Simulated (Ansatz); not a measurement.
# CH4Ge (triplet): wave-function methods side by side, cc-pVDZ

Aim: climb from Hartree-Fock through coupled cluster and multireference methods for CH4Ge (triplet) at one geometry and basis, and see what each rung misses.

Computed with Ansatz 0.2.0, Gaussian basis. Level: cc-pVDZ, core rule «outside noble gas», up to 15 orbitals frozen.

To be run: UHF; CCSD(T) on ROHF; CCSD(T) on UHF; BCCD(T) on ROHF; CISD; CCSDT(Q) on ROHF; CCSDT(Q) on UHF; CASSCF and NEVPT2, 10 electrons in 10 orbitals.

21 further runs of the same task are left out: 5 that didn't finish, 16 set aside as unsound or not needed.

## 1. What is computed

The geometry is a PBE0/def2-TZVP stationary point (not a proven minimum). No spin-orbit coupling is included. The filled d shell of Ge may be among the frozen orbitals whatever the setting's name suggests; the logs give the count.

6 atoms, charge 0, spin multiplicity 3.

Atoms are counted from 1 here; the program's logs count them from 0.

Bond lengths: Ge1–C2 1.973 Å, Ge1–H3 1.548 Å, C2–H4 1.089 Å, C2–H5 1.091 Å, C2–H6 1.091 Å. Angles: C2–Ge1–H3 119.8°, Ge1–C2–H4 109.1°, Ge1–C2–H5 109.5°, Ge1–C2–H6 109.5°, H4–C2–H5 109.2°, H4–C2–H6 109.2°, H5–C2–H6 110.2°.

In the tables R marks a restricted open-shell determinant and U an unrestricted one; 'frontier' is the active space of 10 electrons in 10 orbitals; energies count from the table's Hartree-Fock row.

## 2. UHF

in.yaml

```yaml
crystal:
  periodic: [false, false, false]
  atoms:
    - {symbol: Ge, position_ang: [0.000000, -0.033908, 0.336669]}
    - {symbol: C, position_ang: [0.000000, 0.076047, -1.633008]}
    - {symbol: H, position_ang: [0.000000, 1.264562, 1.179449]}
    - {symbol: H, position_ang: [0.000000, -0.931556, -2.046951]}
    - {symbol: H, position_ang: [0.894568, 0.602256, -1.968225]}
    - {symbol: H, position_ang: [-0.894568, 0.602256, -1.968225]}
basis:
  gaussian: {orbitals: cc-pVDZ}
magnetization: {spin_polarized: true, initial_magnetization: 2}
hamiltonian: {xc: hf}
output: {orbitals: {seedname: orbitals}}
```

On the command line:

```
$ ansatz run in.yaml --threads 1 --pin off --events-out ev --progress --plain --max-ram 2393MiB
```

The program printed:

```text
Functional definition: HF
  name "HF"
  cite "Fock, Z. Phys. 61, 126 (1930) doi:10.1007/BF01340294"
  parent pbe
  exchange = exact_x
  correlation = 0
631 factors; integrals over basis functions are off by at most 1.2e-3 eV
mean field evaluation 1: about -57563.2903 eV, gradient 1.4e1 eV
mean field evaluation 2: about -57563.2920 eV, gradient 1.4e1 eV
mean field evaluation 4: about -57564.8115 eV, gradient 2.0e0 eV
mean field evaluation 8: about -57564.8809 eV, gradient 3.7e-4 eV
mean field -57564.88091508 eV, -2115.4703547516 hartree, gradient 2.2e-5 eV, S^2 2.004869; 0 other end points of the search recorded, 0 dependent functions left out
reference -57564.88091508 eV, -2115.4703547516 hartree; 22, 20 occupied and 39, 41 virtual orbitals, 631 factors
Total energy: -57564.88091508 eV, -2115.4703547516 hartree
```

Run time: 1.8 s. Hardware: 1 thread of Arm Neoverse V1, shared host.

From the report: ⟨S²⟩ of the determinant 2.005 (pure triplet: 2.00).

## 3. CCSD(T) on ROHF

Edit in.yaml of step 2 so:

```diff
@@ -11,4 +11,4 @@
   gaussian: {orbitals: cc-pVDZ}
-magnetization: {spin_polarized: true, initial_magnetization: 2}
-hamiltonian: {xc: hf}
-output: {orbitals: {seedname: orbitals}}
+magnetization: {spin_polarized: false, initial_magnetization: 2}
+correlation: {method: ccsd_t, electrons: outside_noble_gas}
+output: {forces: true}
```

The command is unchanged.

The program printed, cut to the lines that bear on the results:

```text
Functional definition: HF
  name "HF"
  cite "Fock, Z. Phys. 61, 126 (1930) doi:10.1007/BF01340294"
  parent pbe
[...]
631 factors; integrals over basis functions are off by at most 1.2e-3 eV
[...]
mean field -57564.82402740 eV, -2115.4682641679 hartree, gradient 3.1e-6 eV, S^2 2.000000; 0 other end points of the search recorded, 0 dependent functions left out
15 core orbitals not correlated: weight in the atoms' cores, before any rotation towards them, 0.999 or more for the frozen orbitals, at most 0.000 for the correlated occupied ones
reference -57564.82402740 eV, -2115.4682641679 hartree; 7, 5 occupied and 39, 41 virtual orbitals, 631 factors
second order -5.80280926 eV of doubles, -0.03046946 eV of singles
cycle   1  -6.46861329 eV  change   -6.4e-1 eV  update   6.1e-2
[...]
cycle  11  -6.73144472 eV  change   -1.9e-7 eV  update   2.3e-6
perturbative correction -0.17794700 eV, -0.0065394316 hartree
[...]
Total energy: -57571.73341912 eV, -2115.7221796302 hartree
Atom 0 at     0.000000    -0.033908     0.336669 Å, force     0.000000    -0.139555     0.389324 eV/Å
Atom 1 at     0.000000     0.076047    -1.633008 Å, force     0.000000     0.037470     0.155761 eV/Å
Atom 2 at     0.000000     1.264562     1.179449 Å, force    -0.000000     0.091626     0.042287 eV/Å
Atom 3 at     0.000000    -0.931556    -2.046951 Å, force    -0.000000    -0.488166    -0.208219 eV/Å
Atom 4 at     0.894568     0.602256    -1.968225 Å, force     0.403812     0.249312    -0.189577 eV/Å
Atom 5 at    -0.894568     0.602256    -1.968225 Å, force    -0.403812     0.249312    -0.189577 eV/Å
Dipole moment:     0.000000    -0.002086    -0.194255 e Å
```

Run time: 8.5 s. Hardware: 1 thread of Arm Neoverse V1, shared host.

From the report: correlation -6.9094 eV; T1 0.014; largest double amplitude 0.03.

## 4. CCSD(T) on UHF

Edit in.yaml of step 3 so:

```diff
@@ -11,3 +11,3 @@
   gaussian: {orbitals: cc-pVDZ}
-magnetization: {spin_polarized: false, initial_magnetization: 2}
+magnetization: {spin_polarized: true, initial_magnetization: 2}
 correlation: {method: ccsd_t, electrons: outside_noble_gas}
```

Same command.

The program printed, cut to the lines that bear on the results:

```text
Functional definition: HF
  name "HF"
  cite "Fock, Z. Phys. 61, 126 (1930) doi:10.1007/BF01340294"
  parent pbe
[...]
631 factors; integrals over basis functions are off by at most 1.2e-3 eV
[...]
mean field -57564.88091508 eV, -2115.4703547516 hartree, gradient 2.5e-6 eV, S^2 2.004869; 0 other end points of the search recorded, 0 dependent functions left out
15 core orbitals not correlated: weight in the atoms' cores, before any rotation towards them, 0.999 or more for the frozen orbitals, at most 0.000 for the correlated occupied ones
reference -57564.88091508 eV, -2115.4703547516 hartree; 7, 5 occupied and 39, 41 virtual orbitals, 631 factors
second order -5.78756169 eV of doubles, -0.00000000 eV of singles
cycle   1  -6.42133167 eV  change   -6.3e-1 eV  update   6.1e-2
[...]
cycle  12  -6.68554243 eV  change    6.6e-7 eV  update   1.1e-6
perturbative correction -0.17724127 eV, -0.0065134965 hartree
[...]
Total energy: -57571.74369878 eV, -2115.7225574006 hartree
Atom 0 at     0.000000    -0.033908     0.336669 Å, force     0.000000    -0.138658     0.389840 eV/Å
Atom 1 at     0.000000     0.076047    -1.633008 Å, force    -0.000000     0.038748     0.158614 eV/Å
Atom 2 at     0.000000     1.264562     1.179449 Å, force    -0.000000     0.089825     0.040247 eV/Å
Atom 3 at     0.000000    -0.931556    -2.046951 Å, force     0.000000    -0.488277    -0.208231 eV/Å
Atom 4 at     0.894568     0.602256    -1.968225 Å, force     0.403293     0.249181    -0.190235 eV/Å
Atom 5 at    -0.894568     0.602256    -1.968225 Å, force    -0.403293     0.249181    -0.190235 eV/Å
Dipole moment:    -0.000000    -0.002811    -0.193494 e Å
```

Run time: 7.5 s. Hardware: 1 thread of Arm Neoverse V1, shared host.

From the report: ⟨S²⟩ of the determinant 2.005 (pure triplet: 2.00); correlation -6.8628 eV; T1 0.012; largest double amplitude 0.03.

## 5. BCCD(T) on ROHF

Edit in.yaml of step 4 so:

```diff
@@ -11,4 +11,3 @@
   gaussian: {orbitals: cc-pVDZ}
-magnetization: {spin_polarized: true, initial_magnetization: 2}
-correlation: {method: ccsd_t, electrons: outside_noble_gas}
-output: {forces: true}
+magnetization: {spin_polarized: false, initial_magnetization: 2}
+correlation: {method: bccd_t, electrons: outside_noble_gas}
```

Launched as before.

The program printed, cut to the lines that bear on the results:

```text
Functional definition: HF
  name "HF"
  cite "Fock, Z. Phys. 61, 126 (1930) doi:10.1007/BF01340294"
  parent pbe
[...]
631 factors; integrals over basis functions are off by at most 1.2e-3 eV
[...]
mean field -57564.82402740 eV, -2115.4682641679 hartree, gradient 3.1e-6 eV, S^2 2.000000; 0 other end points of the search recorded, 0 dependent functions left out
15 core orbitals not correlated: weight in the atoms' cores, before any rotation towards them, 0.999 or more for the frozen orbitals, at most 0.000 for the correlated occupied ones
reference -57564.82402740 eV, -2115.4682641679 hartree; 7, 5 occupied and 39, 41 virtual orbitals, 631 factors
second order -5.80280926 eV of doubles, -0.03046946 eV of singles
cycle   1  -6.47950069 eV  change   -6.5e-1 eV  update   6.1e-2
[...]
cycle  10  -6.72541469 eV  change   -1.3e-6 eV  update   7.1e-6
perturbative correction -0.18455145 eV, -0.0067821407 hartree
Total energy: -57571.73399354 eV, -2115.7222007398 hartree
```

Wall time 3.1 s (1 thread of Arm Neoverse V1, shared host).

From the report: correlation -6.9100 eV; largest double amplitude 0.03.

## 6. CISD

Edit in.yaml of step 5 so:

```diff
@@ -12,2 +12,2 @@
 magnetization: {spin_polarized: false, initial_magnetization: 2}
-correlation: {method: bccd_t, electrons: outside_noble_gas}
+correlation: {active_space: {ras: {orbitals: [5, 2, 39], electrons: 12, max_holes: 2, max_particles: 2}, fixed_orbitals: true}}
```

Same command.

The program printed:

```text
Functional definition: HF
  name "HF"
  cite "Fock, Z. Phys. 61, 126 (1930) doi:10.1007/BF01340294"
  parent pbe
  exchange = exact_x
  correlation = 0
631 factors; integrals over basis functions are off by at most 1.2e-3 eV
mean field evaluation 1: about -57563.2971 eV, gradient 1.9e1 eV
mean field evaluation 2: about -57563.2984 eV, gradient 1.9e1 eV
mean field evaluation 4: about -57564.7824 eV, gradient 2.4e0 eV
mean field evaluation 8: about -57564.8240 eV, gradient 1.5e-3 eV
mean field -57564.82402740 eV, -2115.4682641679 hartree, gradient 3.1e-6 eV, S^2 2.000000; 0 other end points of the search recorded, 0 dependent functions left out
reference -57564.82402740 eV, -2115.4682641679 hartree; 22, 20 occupied and 39, 41 virtual orbitals, 631 factors
state -57571.05417682 eV, -2115.6972179361 hartree
Total energy: -57571.05417682 eV, -2115.6972179361 hartree
```

Run time: 6.5 s. Hardware: 1 thread of Arm Neoverse V1, shared host.

From the report: 167,486 determinants.

## 7. CCSDT(Q) on ROHF

Edit in.yaml of step 6 so:

```diff
@@ -12,2 +12,2 @@
 magnetization: {spin_polarized: false, initial_magnetization: 2}
-correlation: {active_space: {ras: {orbitals: [5, 2, 39], electrons: 12, max_holes: 2, max_particles: 2}, fixed_orbitals: true}}
+correlation: {method: ccsdt_q, electrons: outside_noble_gas}
```

Launched as before.

The program printed, cut to the lines that bear on the results:

```text
Functional definition: HF
  name "HF"
  cite "Fock, Z. Phys. 61, 126 (1930) doi:10.1007/BF01340294"
  parent pbe
[...]
1205 factors; integrals over basis functions are off by at most 1.3e-7 eV
[...]
mean field -57564.82413413 eV, -2115.4682680902 hartree, gradient 4.0e-6 eV, S^2 2.000000; 0 other end points of the search recorded, 0 dependent functions left out
15 core orbitals not correlated: weight in the atoms' cores, before any rotation towards them, 0.999 or more for the frozen orbitals, at most 0.000 for the correlated occupied ones
reference -57564.82413413 eV, -2115.4682680902 hartree; 7, 5 occupied and 39, 41 virtual orbitals, 1205 factors
second order -5.80283746 eV of doubles, -0.03046946 eV of singles
cycle   1  -6.46860436 eV  change   -6.3e-1 eV  update   7.0e-2
[...]
cycle  14  -6.93233463 eV  change   -1.2e-6 eV  update   7.9e-7
perturbative correction -0.00893973 eV, -0.0003285290 hartree
Total energy: -57571.76540850 eV, -2115.7233552181 hartree
```

Wall time 57 s (1 thread of Arm Neoverse V1, shared host); peak memory 0.75 GiB.

From the report: correlation -6.9413 eV; T1 0.015; largest double amplitude 0.04.

## 8. CCSDT(Q) on UHF

Edit in.yaml of step 7 so:

```diff
@@ -11,3 +11,3 @@
   gaussian: {orbitals: cc-pVDZ}
-magnetization: {spin_polarized: false, initial_magnetization: 2}
+magnetization: {spin_polarized: true, initial_magnetization: 2}
 correlation: {method: ccsdt_q, electrons: outside_noble_gas}
```

The command is unchanged.

The program printed, cut to the lines that bear on the results:

```text
Functional definition: HF
  name "HF"
  cite "Fock, Z. Phys. 61, 126 (1930) doi:10.1007/BF01340294"
  parent pbe
[...]
1205 factors; integrals over basis functions are off by at most 1.3e-7 eV
[...]
mean field -57564.88102185 eV, -2115.4703586750 hartree, gradient 2.1e-6 eV, S^2 2.004869; 0 other end points of the search recorded, 0 dependent functions left out
15 core orbitals not correlated: weight in the atoms' cores, before any rotation towards them, 0.999 or more for the frozen orbitals, at most 0.000 for the correlated occupied ones
reference -57564.88102185 eV, -2115.4703586750 hartree; 7, 5 occupied and 39, 41 virtual orbitals, 1205 factors
second order -5.78758972 eV of doubles, -0.00000000 eV of singles
cycle   1  -6.42132285 eV  change   -6.3e-1 eV  update   7.0e-2
[...]
cycle  14  -6.88571982 eV  change   -9.0e-7 eV  update   5.8e-7
perturbative correction -0.00912000 eV, -0.0003351539 hartree
Total energy: -57571.77586167 eV, -2115.7237393650 hartree
```

Wall time 49 s (1 thread of Arm Neoverse V1, shared host); peak memory 0.6 GiB.

From the report: ⟨S²⟩ of the determinant 2.005 (pure triplet: 2.00); correlation -6.8948 eV; T1 0.012; largest double amplitude 0.04.

## 9. CASSCF and NEVPT2, 10 electrons in 10 orbitals

Edit in.yaml of step 8 so:

```diff
@@ -11,3 +11,3 @@
   gaussian: {orbitals: cc-pVDZ}
-magnetization: {spin_polarized: true, initial_magnetization: 2}
-correlation: {method: ccsdt_q, electrons: outside_noble_gas}
+magnetization: {spin_polarized: false, initial_magnetization: 2}
+correlation: {method: sc_nevpt2, electrons: outside_noble_gas, active_space: {window: {electrons: 10, orbitals: 10}}}
```

Launched as before.

The program printed, cut to the lines that bear on the results:

```text
Functional definition: HF
  name "HF"
  cite "Fock, Z. Phys. 61, 126 (1930) doi:10.1007/BF01340294"
  parent pbe
[...]
631 factors; integrals over basis functions are off by at most 1.2e-3 eV
[...]
mean field -57564.82402740 eV, -2115.4682641679 hartree, gradient 3.1e-6 eV, S^2 2.000000; 0 other end points of the search recorded, 0 dependent functions left out
reference -57564.82402740 eV, -2115.4682641679 hartree; 22, 20 occupied and 39, 41 virtual orbitals, 631 factors
state -57567.14502417 eV, -2115.5535592258 hartree
state -57567.14502417 eV, -2115.5535592258 hartree; corrected -57570.57002849 eV, -2115.6794258131 hartree
state -57566.87229013 eV, -2115.5435364349 hartree
state -57566.87229013 eV, -2115.5435364349 hartree; corrected -57570.59757635 eV, -2115.6804381782 hartree
state -57566.87229013 eV, -2115.5435364349 hartree; corrected -57570.59757635 eV, -2115.6804381782 hartree
the orbitals are reached from a further start. From the first start the search ends at -57567.14501594 eV, -2115.5535589236 hartree
WARN: the results are in doubt because another end's mean lies 0.273 eV lower, and its corrected mean 0.028 eV higher
Total energy: -57570.59757635 eV, -2115.6804381782 hartree
In doubt: another end's mean lies 0.273 eV lower, and its corrected mean 0.028 eV higher
```

It took 19 s on 1 thread of Arm Neoverse V1, shared host.

From the report: 63,504 determinants; active occupations 1.98, 1.98, 1.98, 1.97, 1.00, 1.00, 0.03, 0.02, 0.02, 0.02. Mind the lines of doubt at the end of the log.

## 10. All levels against the top one

The yardstick is UCCSDT(Q), where the cluster series has nearly closed. Rows without a time come out of other runs: HF, MP2 and CCSD of CCSD(T), CCSDT of CCSDT(Q), CASSCF and MRCISD of the multireference runs. The times of RCCSD(T), UCCSD(T) include forces.

Differences are taken before rounding.

| method | energy from the lowest RHF (kJ/mol) | from UCCSDT(Q) (kJ/mol) | time |
| --- | --- | --- | --- |
| RHF | 0.0 | +670.8 |  |
| UHF | -5.5 | +665.3 |  |
| RMP2 | -562.8 | +107.9 |  |
| UMP2 | -563.9 | +106.8 |  |
| CISD | -601.1 | +69.6 | 6.5 s |
| RCCSD | -649.5 | +21.3 |  |
| UCCSD | -650.5 | +20.2 |  |
| RCCSD(T) | -666.7 | +4.1 | 8.5 s |
| UCCSD(T) | -667.6 | +3.1 | 7.5 s |
| BCCD(T) | -666.7 | +4.0 | 3.1 s |
| RCCSDT | -668.9 | +1.9 |  |
| UCCSDT | -669.9 | +0.9 |  |
| RCCSDT(Q) | -669.7 | +1.0 | 57 s |
| UCCSDT(Q) | -670.8 | 0 | 49 s |

Among the levels timed on like hardware and quicker than the yardstick, those that no quicker one beats, quickest first: BCCD(T) (3.1 s, +4.0 kJ/mol); UCCSD(T) (7.5 s, +3.1 kJ/mol).

Left out of the table: CASSCF frontier, NEVPT2 frontier (the active space lost an orbital or holds another state than full CI finds).

With the free atoms at the same levels and basis (separate runs), the atomisation energy is 16.789 eV at UCCSDT(Q), 16.774 eV at RCCSD(T), 16.773 eV at UCCSD(T), 13.619 eV at RHF.

## 11. Summary of results

| quantity | value |
| --- | --- |
| UCCSDT(Q) below the RHF energy | -6.9518 eV |
| RMP2 from UCCSDT(Q) | +107.9 kJ/mol |
| UMP2 from UCCSDT(Q) | +106.8 kJ/mol |
| RCCSD from UCCSDT(Q) | +21.3 kJ/mol |
| RCCSD(T) from UCCSDT(Q) | +4.1 kJ/mol |
| UCCSD(T) from UCCSDT(Q) | +3.1 kJ/mol |
| RCCSDT(Q) from UCCSDT(Q) | +1.0 kJ/mol |
| levels within 1 kcal/mol (43 meV) | RCCSD(T), UCCSD(T), BCCD(T), RCCSDT, UCCSDT, RCCSDT(Q) |
| T1 diagnostic | 0.014 |

In words: RCCSD(T) misses by +4.1 kJ/mol, 0.6 % of the correlation energy. These misses are within one basis, not against nature; the frozen cores of restricted and unrestricted runs differ, which can shift their rows.

For cost: UCCSD(T) gets within 3.1 kJ/mol in 7.5 s, where UCCSDT(Q) took 49 s; the quickest level in the cost chart, BCCD(T), takes 3.1 s and misses by 4.0 kJ/mol.
